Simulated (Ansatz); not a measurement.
# KCrF3: the cost of one run

Computed with Ansatz 0.2.0 (DFT r²SCAN+U (U_eff = 1 eV on Cr d), plane waves, PAW, unless a step's input says otherwise).

## (1) Starting point

The structure is tetragonal, space group I4/mcm (No. 140). The conventional cell has a = 6.052 Å, b = 6.052 Å, c = 8.022 Å, α = 90.00°, β = 90.00°, γ = 90.00°. K (site symmetry 422) has 12 F at 2.94 to 3.03 Å in its first shell of neighbours. Cr (site symmetry mmm) is surrounded by 4 F at 1.99 to 2.01 Å. Around F (site symmetry -42m) lie 2 Cr at 2.01 Å. F (site symmetry m2m) is surrounded by 2 Cr at 1.99 to 2.29 Å and 4 K at 2.94 Å.

Structure file:

```
CELL_PARAMETERS angstrom
-3.02615 3.02615 4.01098
3.02615 -3.02615 4.01098
3.02615 3.02615 -4.01098
ATOMIC_POSITIONS crystal
K 0.25000 0.25000 0.00000
K 0.75000 0.75000 0.00000
Cr 0.50000 0.00000 0.50000
Cr 0.00000 0.50000 0.50000
F 0.75000 0.25000 0.50000
F 0.25000 0.75000 0.50000
F 0.73200 0.23200 0.96400
F 0.23200 0.26800 0.50000
F 0.26800 0.76800 0.03600
F 0.76800 0.73200 0.50000
```

Magnetic order typed: ferromagnetic.

## (2) From atoms, symmetry kept, no search

input.yaml reads:

```yaml
crystal:
  lattice:
    - [-3.02614971, 3.02614971, 4.01097962]
    - [3.02614971, -3.02614971, 4.01097962]
    - [3.02614971, 3.02614971, -4.01097962]
  atoms:
    - { symbol: K, position: [0.25, 0.25, 0.0] }
    - { symbol: K, position: [0.75, 0.75, 0.0] }
    - { symbol: Cr, position: [0.5, 0.0, 0.5], spin: 4.0 }
    - { symbol: Cr, position: [0.0, 0.5, 0.5], spin: 4.0 }
    - { symbol: F, position: [0.75, 0.25, 0.5] }
    - { symbol: F, position: [0.25, 0.75, 0.5] }
    - { symbol: F, position: [0.732, 0.232, 0.964] }
    - { symbol: F, position: [0.232, 0.268, 0.5] }
    - { symbol: F, position: [0.268, 0.768, 0.036] }
    - { symbol: F, position: [0.768, 0.732, 0.5] }
basis:
  ecutwfc: 500
  ecutrho_ratio: 4
kpoints:
  mp_grid: { grid: [5, 5, 5] }
hamiltonian:
  xc: r2scan
  hubbard:
    sites: [{ site: 2, l: d, u_eff: 1.0 }, { site: 3, l: d, u_eff: 1.0 }]
scf:
  occupations: { method: gaussian, width: 0.05 }
  lower_state_search: "off"
  max_iter: 150
output:
  forces: true
  stress: true
  eigenvalues: true
  populations: true
  hubbard: { sites: [{ site: 2, l: d }, { site: 3, l: d }] }
magnetization:
  spin_polarized: true
```

The run is started by

```
> ansatz run input.yaml --threads 8 --pin off --max-ram 12288MiB --backend cpu --events-out ev --progress --plain --runs-dir out
```

Q: Estimate wall time and peak memory on 8 threads of Intel Xeon 6975P-C (Granite Rapids), shared host.

About 8.1 s, with a peak of 1.4 GiB.
